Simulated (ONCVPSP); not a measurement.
# An ONCV potential for fluorine, from input to tests

Task: generate the file, and judge it by its errors in other configurations, its logarithmic derivatives, its ghosts and its cutoff.

Method: ONCVPSP 4.0.1.1 (patched build), PBEsol, scalar-relativistic.

**1. Starting point**

Typed settings, in words:

```json
{"element": "fluorine (F, Z = 9)", "type": "optimised norm-conserving Vanderbilt (ONCV)", "frozen core": "[He]", "valence charge": "7", "reference configuration": "2s2 2p2 (charge +3)", "partial waves": "2s: rc 0.65 bohr, ncon 4, nbas 8, qcut 13 1/bohr, 2 projectors, debl 3.5 Ha; 2p: rc 0.75 bohr, ncon 5, nbas 9, qcut 13.2 1/bohr, 2 projectors, debl 3.7 Ha; d scattering state at 0.11 Ha: rc 0.75 bohr, ncon 5, nbas 8, qcut 14 1/bohr, 2 projectors, debl 3.5 Ha", "local potential": "polynomial inside 0.55 bohr (lpopt 4, dvloc0 0 Ha)", "core correction": "Teter function, parameters optimised by the program"}
```

The outer shells as boxes (Hund's rule for the drawing; the calculation is spin-unpolarised):

```
[He] core
2s [↑↓]
2p [↑ ][↑ ][  ]
```

The nodes and maxima of the atom's own shells, from an earlier all-electron run, set the scale for the radii.

All-electron outer shells of the reference configuration (PBEsol, scalar-relativistic, ld1.x):

```tsv
shell	level (eV)	outermost node (bohr)	outermost maximum (bohr)
1s	-739.04	–	0.11
2s	-90.93	0.24	0.72
2p	-72.59	–	0.62
```

**2. The generation run**

F.dat reads:

```
# ATOM AND REFERENCE CONFIGURATION
# atsym  z   nc   nv     iexc    psfile
  F 9.00    1    2  -116133      upf
#
#   n    l    f
    1    0    2.00
    2    0    2.00
    2    1    2.00
#
# PSEUDOPOTENTIAL AND OPTIMIZATION
# lmax
    2
#
#   l,   rc,      ep,       ncon, nbas, qcut
    0    0.65    0.00    4    8   13.00
    1    0.75    0.00    5    9   13.20
    2    0.75    0.11    5    8   14.00
#
# LOCAL POTENTIAL
# lloc, lpopt,  rc(5),   dvloc0
    4    4    0.55    0.00
#
# VANDERBILT-KLEINMAN-BYLANDER PROJECTORs
# l, nproj, debl
    0    2    3.50
    1    2    3.70
    2    2    3.50
#
# MODEL CORE CHARGE
# icmod, fcfact, rcfact
    4    0.35    0.00
#
# LOG DERIVATIVE ANALYSIS
# epsh1, epsh2, depsh
   -5.00    5.00    0.04
#
# OUTPUT GRID
# rlmax, drl
    6.00    0.01
#
# TEST CONFIGURATIONS
# ncnf
    4
# nvcnf
#   n    l    f
    2
    2    0    2.00
    2    1    5.00
#
    2
    2    0    2.00
    2    1    4.00
#
    2
    2    0    2.00
    2    1    3.00
#
    2
    2    0    1.00
    2    1    6.00
#
```

Started as:

```bash
$ oncvpsp.x < F.dat > F.out
```

Before running it: what results should come out? Wanted: cutoffs for 1 and 0.1 mHa per electron, occupied waves; bound ghosts; GHOST(+) flags; largest test error; largest phase difference near zero energy, channels read; rms error of d²Exc/dn², without and with the model core.

**Answer**, as computed:

| quantity | value |
| --- | --- |
| cutoffs for 1 and 0.1 mHa per electron, occupied waves | 93 Ha and 396 Ha |
| bound ghosts | none found |
| GHOST(+) flags | none at low energy |
| largest test error (AE − PS) | -20 meV, for 2s1 2p6 |
| largest phase difference near zero energy, channels read | 0.000 rad |
| rms error of d²Exc/dn², without and with the model core | 5.36 and 1.24 mHa |

In words: The worst unpolarised test, 2s1 2p6, is off by 20 meV on 99.4 eV; by total energies transferability rates as good. By its cutoff, 93 Ha for the looser tolerance, it is very hard. The tighter tolerance needs 396 Ha, and converged work needs a cutoff nearer that. At the looser tolerance the 2p wave is the slowest; 2s needs 63 Ha. It is free of bound ghosts as far as tested. Near zero energy the phases of the channels with partial waves agree within 0.001 rad.
